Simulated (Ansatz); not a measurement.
# H5NOSiSn: two geometries relaxed

Aim: relax the geometries before and after the inversion of the pyramid at N1, and see whether they are two minima and how far apart in energy. SMILES of the start: [NH2][SnH]1[O][SiH2]1.

All numbers below are computed with Ansatz 0.2.0 (RKS PBE0-D4/def2-SVPD).

### Step 1. The system as given

Bond lengths: N1–Sn2 1.992 Å, Sn2–O3 1.992 Å, Sn2–Si4 2.461 Å, O3–Si4 1.625 Å, N1–H5 1.050 Å, N1–H6 1.055 Å, Sn2–H7 1.755 Å, Si4–H8 1.448 Å, Si4–H9 1.553 Å. Angles (14 of 16 angles, heavy atoms first): N1–Sn2–O3 112.8°, N1–Sn2–Si4 108.5°, O3–Sn2–Si4 41.2°, Sn2–O3–Si4 85.1°, Sn2–Si4–O3 53.8°, N1–Sn2–H7 119.1°, O3–Sn2–H7 124.1°, Si4–Sn2–H7 101.1°, Sn2–N1–H5 110.2°, Sn2–N1–H6 110.9°, Sn2–Si4–H8 118.9°, Sn2–Si4–H9 116.0°, O3–Si4–H8 114.5°, O3–Si4–H9 108.3°.

As a file:

```xyz
9

N    -0.5846    1.6747   -1.0124
Sn    0.9073    0.4213   -0.5988
O     1.0260   -0.0255    1.3386
Si    0.0780   -1.2909    0.9618
H    -0.8430    2.2256   -0.1573
H    -1.4685    1.1452   -1.2369
H     1.5609   -0.5815   -1.8827
H     0.7447   -2.5754    1.0098
H    -1.3324   -1.0397    1.5608
```

### Step 2. Relaxing end A

Contents of input.yaml:

```yaml
crystal:
  periodic: [false, false, false]
  atoms:
    - { symbol: "N", position_ang: [-0.5846, 1.6747, -1.0124] }
    - { symbol: Sn, position_ang: [0.9073, 0.4213, -0.5988] }
    - { symbol: O, position_ang: [1.026, -0.0255, 1.3386] }
    - { symbol: Si, position_ang: [0.078, -1.2909, 0.9618] }
    - { symbol: H, position_ang: [-0.843, 2.2256, -0.1573] }
    - { symbol: H, position_ang: [-1.4685, 1.1452, -1.2369] }
    - { symbol: H, position_ang: [1.5609, -0.5815, -1.8827] }
    - { symbol: H, position_ang: [0.7447, -2.5754, 1.0098] }
    - { symbol: H, position_ang: [-1.3324, -1.0397, 1.5608] }
basis:
  gaussian: { orbitals: def2-SVPD }
hamiltonian:
  xc: pbe0
  dispersion: d4
relax:
  f_tol: 0.015
  max_steps: 40
output:
  orbitals: {}
```

The run is started by

```sh
> ansatz run input.yaml --threads 2 --pin off --max-ram 3072MiB --backend cpu --events-out ev --progress --plain --runs-dir out
```

What it wrote, shortened:

```text
Warning: RAYON_NUM_THREADS=2 ignored (pool sized by the plan → 2); use --threads N
[...]
Functional definition: PBE0
[...]
1559 factors; integrals over basis functions are off by at most 3.9e-4 eV
[...]
mean field -17313.51718523 eV, -636.2600210337 hartree, gradient 3.8e-5 eV, S^2 0.000000; 0 other end points of the search recorded, 0 dependent functions left out
[...]
reference -17313.51722300 eV, -636.2600224216 hartree; 28, 28 occupied and 111, 111 virtual orbitals, 1559 factors
relax step   1: F+E_penalty+E_count = -17313.69515054 eV  Δ(F+E_penalty+E_count) = +0.000e0 eV  max|allowed force component| = 3.010e0 eV/Å  Δτ_max = 0.0000 Å  (29 SCF iters, accepted)
[...]
relax step   5: F+E_penalty+E_count = -17315.40193182 eV  Δ(F+E_penalty+E_count) = -1.932e-1 eV  max|allowed force component| = 9.803e-1 eV/Å  Δτ_max = 0.1999 Å  (30 SCF iters, accepted)
[...]
relax step   9: F+E_penalty+E_count = -17315.58536883 eV  Δ(F+E_penalty+E_count) = -3.441e-2 eV  max|allowed force component| = 9.094e-1 eV/Å  Δτ_max = 0.1949 Å  (31 SCF iters, accepted)
[...]
relax step  13: F+E_penalty+E_count = -17315.63613222 eV  Δ(F+E_penalty+E_count) = -1.811e-2 eV  max|allowed force component| = 1.107e-1 eV/Å  Δτ_max = 0.1000 Å  (30 SCF iters, accepted)
[...]
relax step  16: F+E_penalty+E_count = -17315.64181012 eV  Δ(F+E_penalty+E_count) = -3.190e-4 eV  max|allowed force component| = 2.068e-2 eV/Å  Δτ_max = 0.0207 Å  (31 SCF iters, accepted)
[...]
relax step  17: F+E_penalty+E_count = -17315.64182620 eV  Δ(F+E_penalty+E_count) = -1.608e-5 eV  max|allowed force component| = 1.166e-2 eV/Å  Δτ_max = 0.0036 Å  (24 SCF iters, accepted)
1559 factors; integrals over basis functions are off by at most 4.7e-4 eV
mean field -17315.47287784 eV, -636.3318914116 hartree, gradient 1.5e-5 eV, S^2 0.000000; 1 other end points of the search recorded, 0 dependent functions left out
[...]
reference -17315.47291610 eV, -636.3318928176 hartree; 28, 28 occupied and 111, 111 virtual orbitals, 1559 factors
Total energy: -17315.64186446 eV, -636.3381015553 hartree
Atom 0 at    -0.731779     1.581686    -1.207231 Å, force    -0.000119     0.002085     0.003579 eV/Å
Atom 1 at     0.395582    -0.059864    -0.825560 Å, force    -0.002740     0.005066    -0.001361 eV/Å
Atom 2 at     0.939144    -0.126961     1.329213 Å, force     0.000818     0.000905    -0.001896 eV/Å
Atom 3 at     0.053463    -1.491626     1.176836 Å, force    -0.000706    -0.001984     0.011655 eV/Å
Atom 4 at    -0.252947     2.476040    -1.228458 Å, force    -0.000195    -0.005119    -0.000653 eV/Å
Atom 5 at    -1.607761     1.673001    -0.705268 Å, force     0.002596    -0.001022    -0.002488 eV/Å
Atom 6 at     1.886887     0.285569    -1.591907 Å, force    -0.000915    -0.000569     0.000100 eV/Å
Atom 7 at     0.718085    -2.824948     1.259496 Å, force     0.002524    -0.001422    -0.004087 eV/Å
Atom 8 at    -1.312275    -1.559097     1.775780 Å, force    -0.001263     0.002059    -0.004849 eV/Å
Dipole moment:    -0.243692    -0.171841    -0.183982 e Å
```

Wall time 54 s (2 threads of Intel Xeon 6985P-C at 2.30GHz (Granite Rapids), shared host); peak memory 0.43 GiB.

Relaxation path:

| step | energy from step 1 (eV) | largest force component (eV/Å) |
| --- | --- | --- |
| 1 | 0.0000 | 3.0097 |
| 2 | -0.6658 | 1.3706 |
| 3 | -1.2002 | 1.3011 |
| 4 | -1.5135 | 0.8465 |
| 5 | -1.7068 | 0.9803 |
| 6 | -1.7800 | 0.9059 |
| 7 | -1.8326 | 0.4395 |
| 8 | -1.8558 | 0.6455 |
| 9 | -1.8902 | 0.9094 |
| 10 | -1.9200 | 0.6907 |
| 11 | -1.9229 | 0.2994 |
| 12x | -1.9224 | 0.1672 |
| 13 | -1.9410 | 0.1107 |
| 14 | -1.9454 | 0.0754 |
| 15 | -1.9463 | 0.0203 |
| 16 | -1.9467 | 0.0207 |
| 17 | -1.9467 | 0.0117 |

Step 1 is the start. 1 step was tried and not accepted (marked x).

After: Bond lengths: N1–Sn2 2.028 Å, Sn2–O3 2.223 Å, Sn2–Si4 2.485 Å, O3–Si4 1.634 Å, N1–H5 1.015 Å, N1–H6 1.014 Å, Sn2–H7 1.712 Å, Si4–H8 1.492 Å, Si4–H9 1.493 Å. Angles (14 of 16 angles, heavy atoms first): N1–Sn2–O3 110.0°, N1–Sn2–Si4 122.8°, O3–Sn2–Si4 40.1°, Sn2–O3–Si4 78.6°, Sn2–Si4–O3 61.3°, N1–Sn2–H7 103.7°, O3–Sn2–H7 103.1°, Si4–Sn2–H7 126.6°, Sn2–N1–H5 117.1°, Sn2–N1–H6 117.4°, Sn2–Si4–H8 119.9°, Sn2–Si4–H9 118.4°, O3–Si4–H8 120.0°, O3–Si4–H9 119.8°.

### Step 3. Relaxing end B

The second end starts from a geometry with the move made by hand.

input.yaml: that of step 2 with these lines changed.

```diff
@@ -7,4 +7,4 @@
     - { symbol: Si, position_ang: [0.078, -1.2909, 0.9618] }
-    - { symbol: H, position_ang: [-0.843, 2.2256, -0.1573] }
-    - { symbol: H, position_ang: [-1.4685, 1.1452, -1.2369] }
+    - { symbol: H, position_ang: [-0.25407, 2.66819, -0.94039] }
+    - { symbol: H, position_ang: [-0.87842, 1.58866, -2.02152] }
     - { symbol: H, position_ang: [1.5609, -0.5815, -1.8827] }
@@ -20,3 +20 @@
   max_steps: 40
-output:
-  orbitals: {}
```

The run is started by

```sh
> ansatz run input.yaml --threads 2 --pin off --max-ram 3072MiB --backend cpu --events-out ev --progress --plain --runs-dir out
```

What it wrote, shortened:

```text
Warning: RAYON_NUM_THREADS=2 ignored (pool sized by the plan → 2); use --threads N
[...]
[... 1 set-up line as earlier in the session ...]
[...]
1559 factors; integrals over basis functions are off by at most 3.9e-4 eV
[...]
mean field -17313.50873963 eV, -636.2597106635 hartree, gradient 3.0e-5 eV, S^2 0.000000; 0 other end points of the search recorded, 0 dependent functions left out
[...]
reference -17313.50877694 eV, -636.2597120346 hartree; 28, 28 occupied and 111, 111 virtual orbitals, 1559 factors
relax step   1: F+E_penalty+E_count = -17313.68377973 eV  Δ(F+E_penalty+E_count) = +0.000e0 eV  max|allowed force component| = 3.168e0 eV/Å  Δτ_max = 0.0000 Å  (30 SCF iters, accepted)
[...]
relax step   4: F+E_penalty+E_count = -17315.25201838 eV  Δ(F+E_penalty+E_count) = -2.954e-1 eV  max|allowed force component| = 9.330e-1 eV/Å  Δτ_max = 0.1948 Å  (31 SCF iters, accepted)
[...]
relax step   7: F+E_penalty+E_count = -17315.48337716 eV  Δ(F+E_penalty+E_count) = -7.612e-2 eV  max|allowed force component| = 1.968e-1 eV/Å  Δτ_max = 0.0972 Å  (30 SCF iters, accepted)
[...]
relax step  10: F+E_penalty+E_count = -17315.53928973 eV  Δ(F+E_penalty+E_count) = -1.759e-2 eV  max|allowed force component| = 3.088e-1 eV/Å  Δτ_max = 0.2000 Å  (29 SCF iters, accepted)
[...]
relax step  13: F+E_penalty+E_count = -17315.57788986 eV  Δ(F+E_penalty+E_count) = +4.444e-3 eV  max|allowed force component| = 7.942e-1 eV/Å  Δτ_max = 0.2000 Å  (35 SCF iters, rejected (line search))
[...]
relax step  14: F+E_penalty+E_count = -17315.60588572 eV  Δ(F+E_penalty+E_count) = -2.355e-2 eV  max|allowed force component| = 1.601e-1 eV/Å  Δτ_max = 0.0997 Å  (30 SCF iters, accepted)
[...]
relax step  15: F+E_penalty+E_count = -17315.59597192 eV  Δ(F+E_penalty+E_count) = +9.914e-3 eV  max|allowed force component| = 3.037e-1 eV/Å  Δτ_max = 0.1000 Å  (30 SCF iters, rejected (line search))
[...]
1559 factors; integrals over basis functions are off by at most 4.8e-4 eV
```

### Step 4. The output, continued: end point B relaxed

The log, continued, shortened:

```text
mean field -17315.44237891 eV, -636.3307705965 hartree, gradient 9.3e-6 eV, S^2 0.000000; 0 other end points of the search recorded, 0 dependent functions left out
[...]
reference -17315.44241641 eV, -636.3307719746 hartree; 28, 28 occupied and 111, 111 virtual orbitals, 1559 factors
relax step  16: F+E_penalty+E_count = -17315.61122882 eV  Δ(F+E_penalty+E_count) = -5.343e-3 eV  max|allowed force component| = 1.021e-1 eV/Å  Δτ_max = 0.0500 Å  (31 SCF iters, accepted)
[...]
relax step  18: F+E_penalty+E_count = -17315.61972911 eV  Δ(F+E_penalty+E_count) = -5.020e-3 eV  max|allowed force component| = 2.516e-1 eV/Å  Δτ_max = 0.0732 Å  (31 SCF iters, accepted)
[...]
relax step  20: F+E_penalty+E_count = -17315.63544136 eV  Δ(F+E_penalty+E_count) = -8.680e-3 eV  max|allowed force component| = 1.457e-1 eV/Å  Δτ_max = 0.0883 Å  (30 SCF iters, accepted)
[...]
Total energy: -17315.64185286 eV, -636.3381011291 hartree
Atom 0 at    -0.414457     1.651204    -1.509355 Å, force     0.007024    -0.000892    -0.007665 eV/Å
Atom 1 at     0.564463    -0.040132    -0.971696 Å, force     0.001306    -0.003383     0.008356 eV/Å
Atom 2 at     0.988925    -0.013940     1.212843 Å, force     0.001950     0.003038    -0.003353 eV/Å
Atom 3 at     0.011757    -1.316928     1.089042 Å, force    -0.004595    -0.001555    -0.001941 eV/Å
Atom 4 at     0.129677     2.506054    -1.557829 Å, force    -0.003907     0.000226     0.001503 eV/Å
Atom 5 at    -1.309671     1.835276    -1.071591 Å, force    -0.003099     0.003086     0.004470 eV/Å
Atom 6 at     2.116408     0.153638    -1.667930 Å, force    -0.000881    -0.001031     0.000199 eV/Å
Atom 7 at     0.566636    -2.688316     1.284065 Å, force     0.001558     0.001241    -0.001069 eV/Å
Atom 8 at    -1.386328    -1.247008     1.607641 Å, force     0.000643    -0.000729    -0.000499 eV/Å
Dipole moment:    -0.248527    -0.165562    -0.188801 e Å
```

Wall time 77 s (2 threads of Intel Xeon 6985P-C at 2.30GHz (Granite Rapids), shared host); peak memory 0.42 GiB.

The steps of the relaxation:

| step | energy from step 1 (eV) | largest force component (eV/Å) |
| --- | --- | --- |
| 1 | 0.0000 | 3.1675 |
| 2 | -0.7409 | 1.4432 |
| 3 | -1.2728 | 1.2488 |
| 4 | -1.5682 | 0.9330 |
| 5 | -1.7235 | 0.9395 |
| 6x | -1.7125 | 0.7386 |
| 7 | -1.7996 | 0.1968 |
| 8 | -1.8213 | 0.2495 |
| 9 | -1.8379 | 0.5074 |
| 10 | -1.8555 | 0.3088 |
| 11 | -1.8828 | 0.2838 |
| 12 | -1.8986 | 0.2909 |
| 13x | -1.8941 | 0.7942 |
| 14 | -1.9221 | 0.1601 |
| 15x | -1.9122 | 0.3037 |
| 16 | -1.9274 | 0.1021 |
| 17 | -1.9309 | 0.1344 |
| 18 | -1.9359 | 0.2516 |
| 19 | -1.9430 | 0.2021 |
| 20 | -1.9517 | 0.1457 |
| 21 | -1.9540 | 0.1385 |
| 22 | -1.9557 | 0.2010 |
| 23 | -1.9578 | 0.0380 |
| 24 | -1.9580 | 0.0168 |
| 25 | -1.9580 | 0.0084 |

Step 1 is the start. 3 steps were tried and not accepted (marked x).

After: Bond lengths: N1–Sn2 2.027 Å, Sn2–O3 2.226 Å, Sn2–Si4 2.486 Å, O3–Si4 1.633 Å, N1–H5 1.014 Å, N1–H6 1.013 Å, Sn2–H7 1.712 Å, Si4–H8 1.492 Å, Si4–H9 1.493 Å. Angles (14 of 16 angles, heavy atoms first): N1–Sn2–O3 110.0°, N1–Sn2–Si4 122.8°, O3–Sn2–Si4 40.1°, Sn2–O3–Si4 78.6°, Sn2–Si4–O3 61.3°, N1–Sn2–H7 103.6°, O3–Sn2–H7 103.0°, Si4–Sn2–H7 126.6°, Sn2–N1–H5 117.2°, Sn2–N1–H6 117.6°, Sn2–Si4–H8 119.8°, Sn2–Si4–H9 118.2°, O3–Si4–H8 120.1°, O3–Si4–H9 119.8°.

### Step 5. Results

```
                           quantity                     value
                              end A  15 moves, 1.947 eV lower
                              end B  21 moves, 1.958 eV lower
largest difference between the ends                    0.00 Å
            end B relative to end A                 +0.000 eV
```

**Reading.** The two relaxations end at one structure, within 0.00 Å: no second minimum was found from this start, which doesn't rule one out.
